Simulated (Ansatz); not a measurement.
# CH4F2OSi: the cost of one run

Method: RKS PBE-D4/def2-SVP, in Ansatz 0.2.0.

**1. Starting point**

Bond lengths: Si1–O2 1.680 Å, O2–C3 1.420 Å, C3–H4 1.110 Å, C3–H5 1.110 Å, C3–H6 1.110 Å, Si1–H7 1.460 Å, Si1–F8 1.589 Å, Si1–F9 1.589 Å. Angles: Si1–O2–C3 125.0°, O2–Si1–H7 109.5°, O2–Si1–F8 109.5°, O2–Si1–F9 109.5°, H7–Si1–F8 109.5°, H7–Si1–F9 109.5°, F8–Si1–F9 109.5°, O2–C3–H4 109.5°, O2–C3–H5 109.5°, O2–C3–H6 109.5°, H4–C3–H5 109.4°, H4–C3–H6 109.4°, H5–C3–H6 109.4°.

Coordinates:

```xyz
9

Si    0.0000    0.0000    0.0000
O     0.0000    0.0000    1.6800
C    -1.1112   -0.3437    2.4945
H    -1.8140   -0.9775    1.9143
H    -0.7584   -0.9037    3.3856
H    -1.6313    0.5809    2.8212
H     1.3768    0.0000   -0.4862
F    -0.7489    1.2974   -0.5295
F    -0.7489   -1.2974   -0.5295
```

**2. Preparing the start**

Contents of input.yaml:

```yaml
crystal:
  periodic: [false, false, false]
  atoms:
    - { symbol: Si, position_ang: [0.0, 0.0, 0.0] }
    - { symbol: O, position_ang: [0.0, 0.0, 1.68] }
    - { symbol: C, position_ang: [-1.1112, -0.3437, 2.4945] }
    - { symbol: H, position_ang: [-1.814, -0.9775, 1.9143] }
    - { symbol: H, position_ang: [-0.7584, -0.9037, 3.3856] }
    - { symbol: H, position_ang: [-1.6313, 0.5809, 2.8212] }
    - { symbol: H, position_ang: [1.3768, 0.0, -0.4862] }
    - { symbol: F, position_ang: [-0.7489, 1.2974, -0.5295] }
    - { symbol: F, position_ang: [-0.7489, -1.2974, -0.5295] }
basis:
  gaussian: { orbitals: def2-SVP }
hamiltonian:
  xc: pbe
  dispersion: d4
relax:
  f_tol: 0.02
  max_steps: 40
```

On the command line:

```sh
$ ansatz run input.yaml --threads 2 --pin off --max-ram 3072MiB --backend cpu --events-out ev --progress --plain --runs-dir out
```

Q: Estimate wall time and peak memory on 2 threads of Arm Neoverse V1, shared host.

About 23 s, with a peak of 0.14 GiB.
